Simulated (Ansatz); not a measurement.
The system is ZnGaP.

```
Zn Ga P
1.0
     4.01594    0.00000    0.00000
    -2.00797    3.47791    0.00000
     0.00000    0.00000    4.40420
Zn Ga P
1 1 1
Direct
  0.00000 0.00000 0.50000
  0.66667 0.33333 0.00000
  0.33333 0.66667 0.50000
```

The cell was built by a generator and needn't be a form met in nature.

| Quantity | Value |
| --- | --- |
| Program | Ansatz 0.2.0 |
| Task | relaxation of cell and atoms |
| Functional | PBEsol |
| Dispersion | D4 |
| Potentials or basis | Ansatz PAW |
| Cutoff | 420 eV (not typed: the program's choice for these potentials) |
| k mesh | 8 × 8 × 6 |
| Occupations | fermi-dirac, width 0.05 eV |
| Spin | no spin polarisation |

At the start: volume 20.50 Å³/atom.

Q: How do energy, volume and symmetry change on relaxing?

A: It ends after 6 steps and the volume is 18.37 Å³/atom (-10.4 %); space group P-6m2 (No. 187, to 0.05 Å).

The path:
```tsv
step	energy change (eV)	largest force (eV/Å)	volume (Å³)
1	0.0000	0.0000	61.51
2	-0.0859	0.0000	57.47
3	-0.1013	0.0000	54.37
4	-0.1026	0.0000	55.04
5	-0.1026	0.0000	55.10
6	-0.1009	0.0000	55.10
```

Final structure:
```
Zn Ga P
1.0
     3.93519    0.00000    0.00000
    -1.96759    3.40797    0.00000
     0.00000    0.00000    4.10823
Zn Ga P
1 1 1
Direct
  0.00000 0.00000 0.50000
  0.66667 0.33333 0.00000
  0.33333 0.66667 0.50000
```

Caveat: the plane-wave basis is chosen anew once the cell has moved, so the energies of steps on either side of that aren't comparable; pairwise dispersion overbinds metals, which lowers pressure and volume; the PAW data sets come from PBE, with cores solved anew for the run's functional, which leaves a small shift of forces and pressure.
